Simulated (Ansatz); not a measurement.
Nudged elastic band run: Mg$_{12}$H

input.yaml

```yaml
crystal:
  lattice:
    - [6.42, 0.0, 0.0]
    - [-4.815, 8.339825, 0.0]
    - [0.0, 0.0, 5.21304]
  atoms:
    - { symbol: Mg, position: [-0.00122436, -0.00092485, 0.00192602] }
    - { symbol: Mg, position: [0.16472176, 0.22206931, 0.50295106] }
    - { symbol: Mg, position: [-0.00062242, 0.33357613, 0.00131138] }
    - { symbol: Mg, position: [0.16446817, 0.55492367, 0.49859525] }
    - { symbol: Mg, position: [-0.00121258, 0.66689798, 0.00024092] }
    - { symbol: Mg, position: [0.16770936, 0.89096122, 0.49821205] }
    - { symbol: Mg, position: [0.49979136, -0.00027813, 0.00077654] }
    - { symbol: Mg, position: [0.66769382, 0.22299107, 0.49990718] }
    - { symbol: Mg, position: [0.50135347, 0.33436584, 0.00162348] }
    - { symbol: Mg, position: [0.66682158, 0.5563675, 0.49802274] }
    - { symbol: Mg, position: [0.5003497, 0.66770851, -0.00293111] }
    - { symbol: Mg, position: [0.66712349, 0.89019248, 0.49797883] }
    - { symbol: H, position: [0.83323856, 0.44807747, 0.75075428] }
basis:
  ecutwfc: 420.0
kpoints:
  mp_grid: { grid: [4, 3, 4] }
hamiltonian:
  xc: pbesol
scf:
  occupations: { method: gaussian, width: 0.1 }
  lower_state_search: "off"
  max_iter: 59
neb:
  images: 3
  f_tol: 0.4
  max_iterations: 50
  order_check: false
  final_atoms:
    - { symbol: Mg, position: [-0.00061946, -0.00063053, -0.00168601] }
    - { symbol: Mg, position: [0.16660723, 0.22196693, 0.49755847] }
    - { symbol: Mg, position: [-0.00078975, 0.33329526, -0.00192098] }
    - { symbol: Mg, position: [0.16504693, 0.55471361, 0.50200622] }
    - { symbol: Mg, position: [-0.0009702, 0.66628903, -0.00047181] }
    - { symbol: Mg, position: [0.16712595, 0.88979908, 0.50113744] }
    - { symbol: Mg, position: [0.49954333, -0.00076755, -0.00074101] }
    - { symbol: Mg, position: [0.66812036, 0.22238419, 0.50073109] }
    - { symbol: Mg, position: [0.5014021, 0.33406514, -0.00218241] }
    - { symbol: Mg, position: [0.6676505, 0.55586506, 0.50185343] }
    - { symbol: Mg, position: [0.50154674, 0.66723189, 0.00201699] }
    - { symbol: Mg, position: [0.66713876, 0.88960333, 0.50141466] }
    - { symbol: H, position: [0.84508644, 0.44868995, 1.24610804] }
```

Launched with:

```bash
$ ansatz run input.yaml --threads 4 --pin off --max-ram 10240MiB --backend cpu --events-out ev --progress --plain --runs-dir out
```

Output, in part (warnings, iteration lines):

```
NEB end point (image 0): max|allowed force component| = 8.442e-3 eV/Å (the criterion of neb.relax_end_points is 8.000e-2)
NEB end point (image 4): max|allowed force component| = 2.459e-2 eV/Å (the criterion of neb.relax_end_points is 8.000e-2)
NEB iter   1: max|band force component| = 4.759e-1 eV/Å  barrier→ = 0.2279 eV  barrier← = 0.2272 eV  CI = image 2  Δτ_max = 0.0666 Å  (32 SCF iters)
NEB iter   2: max|band force component| = 5.599e-2 eV/Å  barrier→ = 0.1859 eV  barrier← = 0.1852 eV  CI = image 2  Δτ_max = 0.0000 Å  (18 SCF iters)
```

The run converged. The threshold of 0.4 eV/Å is loose, so the images may lie well off the minimum-energy path. The order of the point at the top wasn't checked. Limits of this set-up: coarse k mesh, odd electron count without spin, a small cell, in which the defect meets its images, a typed lattice constant that wasn't relaxed here.

Final band:

| image | path coordinate (Å) | energy (eV) |
| --- | --- | --- |
| 0 | 0.00 | 0.000 |
| 1 | 0.63 | 0.087 |
| 2 | 1.26 | 0.186 |
| 3 | 1.88 | 0.087 |
| 4 | 2.50 | 0.001 |

The run took 85 s on 4 threads of Intel(R) Xeon(R) Platinum 8488C (Sapphire Rapids) (shared host), peak memory 1.8 GiB.
